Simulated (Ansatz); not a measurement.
The system is PtSe.

```
CELL_PARAMETERS angstrom
0.00000 3.03745 3.03745
3.03745 0.00000 3.03745
3.03745 3.03745 0.00000
ATOMIC_POSITIONS crystal
Pt 0.00000 0.00000 0.00000
Se 0.25000 0.25000 0.25000
```

The cell comes from a database or a generator and needn't be the stable form of this composition.

| Item | Value |
| --- | --- |
| Program | Ansatz 0.2.0 |
| Task | relaxation of cell and atoms |
| Functional | B3LYP |
| Potentials or basis | Ansatz PAW |
| Cutoff | 420 eV (not typed: the program's choice for these potentials) |
| k mesh | 4 × 4 × 4 |
| Occupations | fermi-dirac, width 0.05 eV |
| Spin | no spin polarisation |

At the start: volume 28.02 Å³/atom.

Question: Where does the relaxation end?

Answer: It ends after 6 steps and the volume is 23.56 Å³/atom (-15.9 %); space group F-43m (No. 216, to 0.05 Å).

The path:
```csv
step,energy change (eV),largest force (eV/Å),volume (Å³)
1,0.0000,0.0000,56.05
2,-0.3153,0.0000,48.24
3,-0.3203,0.0000,46.47
4,-0.3230,0.0000,47.16
5,-0.3230,0.0000,47.13
6,-0.3212,0.0000,47.13
```

Final structure:
```xyz
2
Lattice="0.0000 2.8669 2.8669 2.8669 0.0000 2.8669 2.8669 2.8669 0.0000" Properties=species:S:1:pos:R:3 pbc="T T T"
Pt    0.0000    0.0000    0.0000
Se    1.4334    1.4334    1.4334
```

Caveat: the k mesh is coarse (spacing up to 0.45 Å⁻¹), so the values aren't converged, least of all with exact exchange; the volume moved by over 15 % at a fixed basis, so the end points are rough; the plane-wave basis is chosen anew once the cell has moved, so the energies of steps on either side of that aren't comparable; the PAW data sets come from PBE, with cores solved anew for the run's functional, which leaves a small shift of forces and pressure.
